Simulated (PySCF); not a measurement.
# C4H6O2Se: magnetic properties

Aim: compute the magnetic properties of C4H6O2Se (`CC([SeH])(C=O)C=O`).

Computed with PySCF 2.14.0 and routines of our own; the level stands in each step. Atoms count from 0.

## 1. The system as given

13 atoms, charge 0, multiplicity 1; geometry from: GFN2-xTB.

## 2. Magnetic properties: GIAO PBE/pcSseg-1

The job: settings as JSON, then the geometry in Å.

```
{"job": {"kind": "mag", "xc": "PBE", "basis": "pcSseg-1", "isotopologues": 2}, "charge": 0, "multiplicity": 1}
C     -1.032779     0.604687    -0.711000
C      0.136233    -0.083523    -0.044576
Se     1.647676     1.231221     0.370549
C      0.805820    -1.125193    -0.888128
O      0.506557    -1.388281    -2.015123
C     -0.121939    -0.555957     1.360411
O     -1.042232    -0.195254     2.036701
H     -1.507076     1.297716    -0.018712
H     -0.706752     1.133141    -1.604100
H     -1.762932    -0.146775    -1.007765
H      0.777405     2.114061     1.123525
H      1.637043    -1.644220    -0.363569
H      0.658587    -1.241135     1.744058
```

Method: GIAO PBE/pcSseg-1 magnetisability, rotational g tensor and spin-rotation constants, non-relativistic, gas phase.

On the command line:

```bash
$ OMP_NUM_THREADS=1 python excited_run.py task.json out
```

This one command runs all jobs of the session in turn.

Output:

```text
coarse grid: 53248 points
cycle   1  E = -2706.7381299218  dE =  2.069e-02  |g| = 1.426e+00  |ddm| = 3.489e+00
cycle   2  E = -2702.6550532473  dE =  4.083e+00  |g| = 3.970e+00  |ddm| = 6.987e+00
cycle   3  E = -2706.8036363448  dE = -4.149e+00  |g| = 8.959e-01  |ddm| = 6.861e+00
cycle   4  E = -2706.9985801948  dE = -1.949e-01  |g| = 3.055e-01  |ddm| = 1.305e+00
cycle   5  E = -2706.9982657881  dE =  3.144e-04  |g| = 3.353e-01  |ddm| = 6.375e-01
cycle   6  E = -2707.0176988250  dE = -1.943e-02  |g| = 1.223e-01  |ddm| = 3.746e-01
cycle   7  E = -2707.0207577633  dE = -3.059e-03  |g| = 1.518e-02  |ddm| = 1.029e-01
cycle   8  E = -2707.0207928024  dE = -3.504e-05  |g| = 5.600e-03  |ddm| = 1.809e-02
cycle   9  E = -2707.0207993655  dE = -6.563e-06  |g| = 1.950e-03  |ddm| = 7.604e-03
final grid: 112560 points
cycle  10  E = -2707.0208144905  dE =  4.265e-06  |g| = 4.314e-03  |ddm| = 8.674e-03
cycle  11  E = -2707.0207917293  dE =  2.276e-05  |g| = 1.005e-02  |ddm| = 1.753e-02
cycle  12  E = -2707.0208198447  dE = -2.812e-05  |g| = 9.743e-04  |ddm| = 1.204e-02
cycle  13  E = -2707.0208200229  dE = -1.782e-07  |g| = 2.669e-04  |ddm| = 8.586e-04
cycle  14  E = -2707.0208200363  dE = -1.342e-08  |g| = 5.405e-05  |ddm| = 2.972e-04
cycle  15  E = -2707.0208200370  dE = -6.812e-10  |g| = 1.149e-05  |ddm| = 6.148e-05
converged SCF energy = -2707.0208200370

Magnetisability tensor (1e-30 J/T^2)
    -1132.28     -180.69       27.03
     -180.69    -1281.15        1.35
       27.03        1.35     -936.29
isotropic -1116.58   principal values   -1402.70  -1017.08   -929.95
isotropic susceptibility -67.242 1e-6 cm^3/mol

Inertial axes            a          b          c
rot. const./GHz      1.9569     1.5225     1.0652
chi total           -79.661    -60.941    -61.124
chi diamagnetic    -696.638   -818.895  -1105.874
chi paramagnetic    616.977    757.954   1044.751
quadrupole/D A        2.463    -11.684      9.222
g nuclear            0.5458     0.5180     0.4999
g electronic        -0.5672    -0.5421    -0.5228
g total             -0.0215    -0.0241    -0.0230

Spin-rotation constants (kHz, H = +C I.J)
atom  isotope        aa         bb         cc
  7     1H       -0.186     -0.044     -0.071
  8     1H       -0.227     -0.034     -0.056
  9     1H        0.028     -0.179     -0.103
 10     1H       -0.230     -0.022     -0.081
 11     1H       -0.131     -0.106      0.095
 12     1H       -0.172     -0.090      0.108
  0    13C*       0.244      0.243      0.171
  1    13C*       0.439      0.415      0.216
  2   77Se*       2.106      3.851      2.302
  3    13C*       0.687      0.570      0.557
  4    17O*      -1.125     -0.836     -0.752
* in the singly substituted isotopologue

Isotopologues: g along a, b, c
2H    at 7,8,9,10,11,12    -0.0199    -0.0221    -0.0221
13C   at 0                 -0.0213    -0.0239    -0.0228
```

Wall time 30 s (1 thread of Intel Xeon 6975P-C, shared host); peak memory 0.73 GiB.

Key values:

| quantity | value |
| --- | --- |
| magnetisability | -1117·10⁻³⁰ J/T² |
| molar susceptibility | -67.2·10⁻⁶ cm³/mol |
| rotational g (a, b, c) | -0.0215, -0.0241, -0.0230 |

## 3. Magnetic properties: GIAO KT1/6-31G* in chloroform

Settings changed since step 2:

```diff
@@ -1,2 +1,2 @@
-{"job": {"kind": "mag", "xc": "PBE", "basis": "pcSseg-1", "isotopologues": 2}, "charge": 0, "multiplicity": 1}
+{"job": {"kind": "mag", "xc": "KT1", "basis": "6-31G*", "solvent": "chloroform"}, "charge": 0, "multiplicity": 1}
 C     -1.032779     0.604687    -0.711000
```

Method: GIAO KT1/6-31G* magnetisability, non-relativistic, IEF-PCM chloroform.

Output:

```text
coarse grid: 53248 points
cycle   1  E = -2715.9800390846  dE =  1.593e-01  |g| = 1.075e+00  |ddm| = 3.688e+00
cycle   2  E = -2713.0550507499  dE =  2.925e+00  |g| = 3.345e+00  |ddm| = 5.600e+00
cycle   3  E = -2716.1526165576  dE = -3.098e+00  |g| = 4.639e-01  |ddm| = 5.270e+00
cycle   4  E = -2716.2042311399  dE = -5.161e-02  |g| = 2.427e-01  |ddm| = 9.209e-01
cycle   5  E = -2716.2122763194  dE = -8.045e-03  |g| = 1.510e-01  |ddm| = 3.215e-01
cycle   6  E = -2716.2169216069  dE = -4.645e-03  |g| = 3.434e-02  |ddm| = 1.600e-01
cycle   7  E = -2716.2171590105  dE = -2.374e-04  |g| = 6.035e-03  |ddm| = 3.619e-02
cycle   8  E = -2716.2171666224  dE = -7.612e-06  |g| = 3.777e-03  |ddm| = 1.324e-02
cycle   9  E = -2716.2171699336  dE = -3.311e-06  |g| = 8.030e-04  |ddm| = 5.274e-03
final grid: 112560 points
cycle  10  E = -2716.2171797488  dE =  3.523e-07  |g| = 1.422e-03  |ddm| = 3.668e-03
cycle  11  E = -2716.2171779602  dE =  1.789e-06  |g| = 2.905e-03  |ddm| = 5.509e-03
cycle  12  E = -2716.2171803000  dE = -2.340e-06  |g| = 4.763e-04  |ddm| = 3.733e-03
cycle  13  E = -2716.2171803455  dE = -4.549e-08  |g| = 9.936e-05  |ddm| = 5.050e-04
cycle  14  E = -2716.2171803476  dE = -2.106e-09  |g| = 1.312e-05  |ddm| = 1.005e-04
cycle  15  E = -2716.2171803477  dE = -4.047e-11  |g| = 6.112e-06  |ddm| = 1.476e-05
converged SCF energy = -2716.2171803477

Magnetisability tensor (1e-30 J/T^2)
    -1145.93     -169.74       27.90
     -169.74    -1283.29       -3.39
       27.90       -3.39     -961.44
isotropic -1130.22   principal values   -1398.09  -1039.48   -953.09
isotropic susceptibility -68.063 1e-6 cm^3/mol

Inertial axes            a          b          c
rot. const./GHz      1.9569     1.5225     1.0652
chi total           -79.786    -62.352    -62.052
chi diamagnetic    -695.516   -818.092  -1105.224
chi paramagnetic    615.729    755.740   1043.173
quadrupole/D A        2.015    -11.590      9.575
```

It took 14 s on 1 thread of Intel Xeon 6975P-C, shared host; peak memory 0.66 GiB.

From this job:

```
            quantity               value
     magnetisability    -1130·10⁻³⁰ J/T²
molar susceptibility  -68.1·10⁻⁶ cm³/mol
```

## 4. Summary of results

| quantity | value |
| --- | --- |
| magnetisability (step 2, GIAO PBE/pcSseg-1) | -1117·10⁻³⁰ J/T² |
| molar susceptibility (step 2, GIAO PBE/pcSseg-1) | -67.2·10⁻⁶ cm³/mol |
| rotational g (a, b, c) (step 2, GIAO PBE/pcSseg-1) | -0.0215, -0.0241, -0.0230 |

**Reading.** Steps that list no spin-orbit terms leave them out, which matters at and beside the heavy atoms. Vibrational averaging and real surroundings are missing from these values.
